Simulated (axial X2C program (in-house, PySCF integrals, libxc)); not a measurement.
# RuP: EOM-EA-CCSD levels

Wanted for RuP: EOM-EA-CCSD levels, at the two-component level.

The runs use an in-house X2C program for linear molecules on PySCF integrals; two-component X2C with atomic mean-field terms, Ru dyall-acv3z, P dyall-av3z.

All values are calculated.

**1. Input**

task.json reads:

```json
{"zs": [44, 15], "q": 0, "bas": ["dyall-acv3z", "dyall-av3z"], "r0": 2.16, "eom": "ea", "thr": -2.0, "nmax": 92, "grid": [1, 0.96, 1.045, 0.92, 1.09, 1.15]}
```

Keys: zs atomic numbers; q charge; bas basis sets; r0 starting distance in Å; eom kind of EOM run; thr threshold in hartree for freezing inner shells (an s shell follows its p shell); nmax most natural virtual spinors; grid distances as factors.

Command:

```console
> python soeom.py task.json out
```

The runs that follow: EOM-EA-CCSD at 2.042 Å.

Before running it: what results should come out? Wanted: next root led by one particle; T1 of the reference; lowest state, Re and ωe.

As calculated:

| quantity | value |
| --- | --- |
| lowest root at 2.042 Å | Ω = 1/2, 7.078 eV |
| next root led by one particle | Ω = 1/2, about 7190 cm⁻¹ higher |
| T1 of the reference | 0.159 |
| lowest state, Re and ωe | 2.007 Å, 560 cm⁻¹ |

The added electron is bound by 7.08 eV in a spinor of 35% Ru sσ, 27% P pσ, 25% Ru dσ. Errors of 0.1 to 0.3 eV are usual at this size, and roots led by higher excitations are left out, so the list is incomplete, and low states of that kind can be missing. T1 or the largest double amplitude of the reference is raised, which lowers the reliability. The bond is 0.031 Å longer than in the closed-shell reference at CCSD (1.976 Å).
